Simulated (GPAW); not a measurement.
The system is MoI.

```
CELL_PARAMETERS angstrom
3.62326 0.00000 0.00000
0.00000 3.62326 0.00000
0.00000 0.00000 5.04208
ATOMIC_POSITIONS crystal
Mo 0.50000 0.50000 0.50000
I 0.00000 0.00000 0.50000
```

The cell was built by a generator and needn't be a form met in nature.

| Quantity | Value |
| --- | --- |
| Program | GPAW 26.7.0 |
| Task | relaxation of cell and atoms |
| Functional | LDA |
| Potentials or basis | the program's PAW data sets (release 1.2.1) made for this functional |
| Cutoff | 600 eV |
| Basis | pw |
| k mesh | 5 × 5 × 4 |
| Occupations | fermi-dirac, width 0.05 eV |
| Spin | no spin polarisation |

At the start: pressure 6.6 GPa; volume 33.10 Å³/atom.

How do energy, volume and symmetry change on relaxing?

Over 16 steps the energy falls by 668.1 meV/atom and the volume is 22.70 Å³/atom (-31.4 %); space group P4/mmm (No. 123, to 0.05 Å).

Step by step:
```csv
step,energy change (eV),largest force (eV/Å),pressure (GPa),volume (Å³)
1,0.0000,0.0000,6.55,66.19
2,-0.1272,0.0000,2.57,68.14
3,-0.1912,0.0000,-0.98,69.97
4,-0.2071,0.0000,-2.03,70.10
5,-0.2524,0.0000,-4.14,69.18
6,-0.3711,0.0000,-7.86,65.51
7,-0.5111,0.0000,-10.73,61.72
8,-0.7273,0.0000,-12.61,57.78
9,-0.7803,0.0000,-11.89,53.91
10,-0.8783,0.0000,-11.97,54.34
11,-1.0799,0.0000,-8.77,52.73
12,-1.2276,0.0000,-5.31,49.54
13,-1.3038,0.0000,3.62,43.59
14,-1.3337,0.0000,-0.60,45.85
15,-1.3362,0.0000,-0.11,45.47
16,-1.3362,0.0000,0.01,45.41
```

Final structure:
```cif
data_structure
_symmetry_space_group_name_H-M 'P 1'
_symmetry_Int_Tables_number 1
_cell_length_a 3.7986
_cell_length_b 3.7986
_cell_length_c 3.1469
_cell_angle_alpha 90.000
_cell_angle_beta 90.000
_cell_angle_gamma 90.000
_cell_volume 45.41
loop_
_atom_site_label
_atom_site_type_symbol
_atom_site_fract_x
_atom_site_fract_y
_atom_site_fract_z
_atom_site_occupancy
Mo1 Mo 0.50000 0.50000 0.50000 1
I1 I 0.00000 0.00000 0.50000 1
```

Caveat: later steps reuse the first step's grids; the volume moved by over 15 % at a fixed basis, so the end points are rough; an odd number of electrons without spin polarisation forces a metal; a magnetic or distorted state may lie lower.
